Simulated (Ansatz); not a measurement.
# CH3CuO: vertical and adiabatic energies of changing the electron count, by script

A script is to give vertical and adiabatic energies of changing the electron count; the system is CH3CuO. SMILES: C[O][Cu].

Computed with Ansatz 0.2.0 through its Python package. Level of theory: PBE0/def2-SVP.

## (1) Starting point

Bond lengths: C1–O2 1.457 Å, O2–Cu3 2.375 Å, C1–H4 1.059 Å, C1–H5 1.075 Å, C1–H6 1.103 Å. Angles: C1–O2–Cu3 102.4°, O2–C1–H4 107.8°, O2–C1–H5 107.6°, O2–C1–H6 104.9°, H4–C1–H5 109.3°, H4–C1–H6 113.1°, H5–C1–H6 113.8°.

No structure file is read: the coordinates are typed or built in the script.

## (2) The code

Contents of adiabatic.py:

```python
"""How CH3CuO relaxes after losing an electron."""

import ansatz as az
from ase import Atoms
import numpy as np


def main() -> None:
    atoms = Atoms(["C", "O", "Cu", "H", "H", "H"], positions=[
        (0.5414, -0.2026, -0.0064),
        (-0.1784, 0.9442, -0.5449),
        (-2.407, 0.5275, 0.1638),
        (0.1327, -1.0767, -0.4435),
        (1.571, -0.1067, -0.2996),
        (0.3824, -0.1497, 1.0843),
    ])
    geometry = az.Crystal.molecule_from_ase(atoms)

    calculation = (
        geometry.calculation()
        .basis(gaussian="def2-SVP")
        .functional("pbe0")
    )
    symbols = [site.symbol for site in geometry.cartesian_sites]
    start = np.array([site.position_ang for site in geometry.cartesian_sites], dtype=float)
    summary = calculation.relax(force_tolerance=0.01, max_steps=100).run().report
    end = np.array(summary["positions_ang"])

    minimum = az.Crystal.molecule()
    for symbol, place in zip(symbols, end):
        minimum = minimum.atom(symbol, place.tolist())
    ion = minimum.calculation()
    ion = ion.basis(gaussian="def2-SVP")
    ion = ion.functional("pbe0").charge(1)
    ion = ion.spin("collinear", total=1)
    vertical = ion.run().report
    settled = ion.relax(force_tolerance=0.01, max_steps=80).run().report
    print(f"vertical ionisation energy   {vertical['free_energy_ev'] - summary['free_energy_ev']:.3f} eV")
    print(f"adiabatic, no zero point     {settled['free_energy_ev'] - summary['free_energy_ev']:.3f} eV")
    print(f"relaxation energy of the ion {vertical['free_energy_ev'] - settled['free_energy_ev']:.3f} eV")
    ionised = np.array(settled["positions_ang"])
    print("final positions (A) and the move of each atom")
    for symbol, xyz, old in zip(symbols, ionised, end):
        print(f"{symbol:2s} {xyz[0]:10.5f} {xyz[1]:10.5f} {xyz[2]:10.5f}   {np.linalg.norm(xyz - old):7.4f}")


if __name__ == "__main__":
    main()
```

## (3) Launch

Run with:

```
> python adiabatic.py
```

**Question.** What results will this script give? Wanted: vertical ionisation energy; adiabatic ionisation energy, no zero point.

As calculated:

```
                                  quantity     value
                vertical ionisation energy  7.968 eV
adiabatic ionisation energy, no zero point  7.791 eV
                             runs compared         3
```

In words: The ionisation energy is a difference of two total energies at the neutral geometry; letting the ion relax lowers it by 0.18 eV. In CPU time, run 3 cost about 7.9 times as much as run 2. Run 1: The relaxation took 7 moves; the largest shift is 0.366 Å, of atom 3 (Cu). Run 3: After 7 moves the largest shift is 0.204 Å, of atom 3 (Cu). The energies are electronic: no zero-point or thermal terms, and the basis set is short of its limit. The product may relax into another structure. The relaxation finds the nearest minimum, so the adiabatic value is an upper bound.
